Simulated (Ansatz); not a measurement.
# CH₃F₃OSi: up Jacob's ladder to CCSD(T)

One table from this session's results is given with a row withheld; the runs are named, their logs left out.

Method: functionals in def2-TZVPP, the program's frozen cores in correlated methods; program: Ansatz 0.2.0, Gaussian basis.

Plan: PBE-D4, r2SCAN-D4, PBE0-D4, B3LYP-D4, ωB97X-V, ωB97M-V, B2PLYP; CCSD(T)/def2-TZVPP; MP2/def2-QZVPP; extrapolation to the limit.

### The relaxed structure

An earlier PBE0-D4 in a triple-zeta def2 set relaxation fixed the geometry.

9 atoms, charge 0, spin multiplicity 1.

Atoms are counted from 1 here; the program's logs count them from 0.

Bond lengths: O1–C2 1.376 Å, O1–H7 0.963 Å, C2–F3 1.396 Å, C2–Si4 1.896 Å, C2–H8 1.098 Å, Si4–F5 1.585 Å, Si4–F6 1.584 Å, Si4–H9 1.472 Å. Angles: C2–O1–H7 110.1°, O1–C2–F3 110.4°, O1–C2–Si4 107.7°, O1–C2–H8 112.3°, F3–C2–Si4 107.9°, F3–C2–H8 105.4°, Si4–C2–H8 113.1°, C2–Si4–F5 108.2°, C2–Si4–F6 108.0°, C2–Si4–H9 113.5°, F5–Si4–F6 107.5°, F5–Si4–H9 109.8°, F6–Si4–H9 109.7°.

Set-up of the first run:

Input file in.yaml:

```yaml
crystal:
  periodic: [false, false, false]
  atoms:
    - {symbol: O, position_ang: [0.996525, -1.274650, -0.282986]}
    - {symbol: C, position_ang: [0.413453, -0.326906, 0.525781]}
    - {symbol: F, position_ang: [1.386177, 0.513947, 1.069336]}
    - {symbol: Si, position_ang: [-0.729682, 0.729453, -0.556221]}
    - {symbol: F, position_ang: [-1.938247, -0.177599, -1.033873]}
    - {symbol: F, position_ang: [-1.329938, 1.884670, 0.346110]}
    - {symbol: H, position_ang: [1.445838, -1.936331, 0.253087]}
    - {symbol: H, position_ang: [-0.101299, -0.773550, 1.387162]}
    - {symbol: H, position_ang: [-0.054126, 1.314666, -1.725497]}
basis:
  gaussian: {orbitals: def2-TZVPP}
hamiltonian: {xc: pbe, dispersion: d4}
output: {forces: true, orbitals: {seedname: orbitals}}
```

The run is started by

```console
$ ansatz run in.yaml --threads 4 --pin off --events-out ev --progress --plain --max-ram 10444MiB
```

Among the steps run: PBE-D4 (GGA); r2SCAN-D4 (meta-GGA); PBE0-D4 (hybrid); B3LYP-D4 (hybrid); ωB97X-V (range-separated); ωB97M-V (range-separated); B2PLYP (double hybrid); CCSD(T) in def2-TZVPP; MP2 in def2-QZVPP.

One of the session's tables, all rows but one given; the rest of the session is left out.

```
            method  atomisation energy (kJ/mol)
            PBE-D4                       3646.2
         r2SCAN-D4                       3573.6
           PBE0-D4                       3536.6
          B3LYP-D4                       3540.9
           ωB97X-V                       3576.3
           ωB97M-V                       3575.4
            B2PLYP                       3525.1
     HF/def2-TZVPP                       2530.8
    MP2/def2-TZVPP                       3601.0
   CCSD/def2-TZVPP                       3409.3
CCSD(T)/def2-TZVPP                       3470.0
           MP2/CBS                            ?
       CCSD(T)/CBS                       3582.1
```

Estimate the missing values for MP2/CBS.

As computed: atomisation energy (kJ/mol): 3713.1. In the column «atomisation energy (kJ/mol)» it is the highest.

Caveats from the session: Free atoms (1 O, 1 C, 3 F, 1 Si, 3 H) were run apart at each level; the atomisation energy is their sum less the molecule, without zero-point or spin-orbit terms.
